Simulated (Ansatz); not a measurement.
This script makes cell relaxations under several functionals of Ge, space group I4_1/amd with Ansatz's Python interface.

The script reads `POSCAR_ge`:
```text
Ge
1.0
  -2.57448972    2.57448972    1.39741264
   2.57448972   -2.57448972    1.39741264
   2.57448972    2.57448972   -1.39741264
Ge
2
Direct
   0.25000000    0.75000000    0.50000000
   0.50000000    0.50000000    0.00000000
```

The script, `run_lattice.py`:
```python
# -*- coding: utf-8 -*-
'''How the lattice of Ge depends on the functional.'''

import ansatz as az
from ase.io import read
import numpy as np

def edges_and_angles(cell):
    cell = np.asarray(cell)
    a, b, c = np.linalg.norm(cell, axis=1)
    cosines = cell[1] @ cell[2] / (b * c), cell[0] @ cell[2] / (a * c), cell[0] @ cell[1] / (a * b)
    return (a, b, c, *np.degrees(np.arccos(cosines)))

atoms = read('POSCAR_ge', format='vasp')
xtal = az.Crystal.from_ase(atoms)

calculation = (
    xtal.calculation()
    .kpoints(13, 13, 13)  # sampling of the Brillouin zone
    .occupations('Fermi-Dirac')  # fractional filling near the Fermi level
    .relax(cell=True, force_tolerance=0.005, max_steps=40)
)

levels = [('blyp', 'd3bj'), ('pbesol', 'none'), ('lda', 'none')]
print('level            a       b       c    alpha   beta  gamma  V/atom  steps')
for name, dispersion in levels:
    seen = []
    run = calculation.functional(name, dispersion=dispersion).session().plan()
    done = run.execute(on_event=lambda e: seen.append(e) if e['event'] == 'relax_step' else None)
    cell = done.lattice.cell_ang
    label = name if dispersion == 'none' else f'{name}+{dispersion}'
    print('{:13s} {:7.4f} {:7.4f} {:7.4f} {:6.2f} {:6.2f} {:6.2f}'.format(label, *edges_and_angles(cell)), f'{abs(np.linalg.det(cell)) / len(done.lattice.sites):7.3f} {len(seen):5d}')
```

Rank the levels of theory by the volume of the relaxed cell.

From smallest to largest: LDA (17.92 Å³ an atom, -3.3 % against the start), PBEsol (18.35 Å³ an atom, -1.0 % against the start) and BLYP+D3BJ (19.18 Å³ an atom, +3.6 % against the start). The spread is 7.0 % in volume.

The output:

```console
$ python run_lattice.py
level            a       b       c    alpha   beta  gamma  V/atom  steps
DeckWarning: basis.ecutwfc = 420 eV, auto-derived from the records' recommended cutoffs: set by Ge (normal level)
blyp+d3bj      3.9297  3.9297  3.9297  97.64  97.64 137.24  19.182     6
pbesol         3.8750  3.8750  3.8750  97.58  97.58 137.40  18.348     4
lda            3.8451  3.8451  3.8451  97.58  97.58 137.41  17.922     5
```
(Warnings from the package without file and line.)

Forces vanish by symmetry, so the ions can't move, and the end may be a saddle. BLYP and dispersion corrections can be off by several per cent in the lattices of metals, and by several GPa in the pressure at a fixed cell. Edges and angles are those of the cell as typed, here a primitive one, not of the conventional cell. This isn't the structure that Ge takes at ambient conditions. The whole script took 89 s on 1 thread of Arm Neoverse V1, with other jobs on the host, peak memory 0.55 GiB.
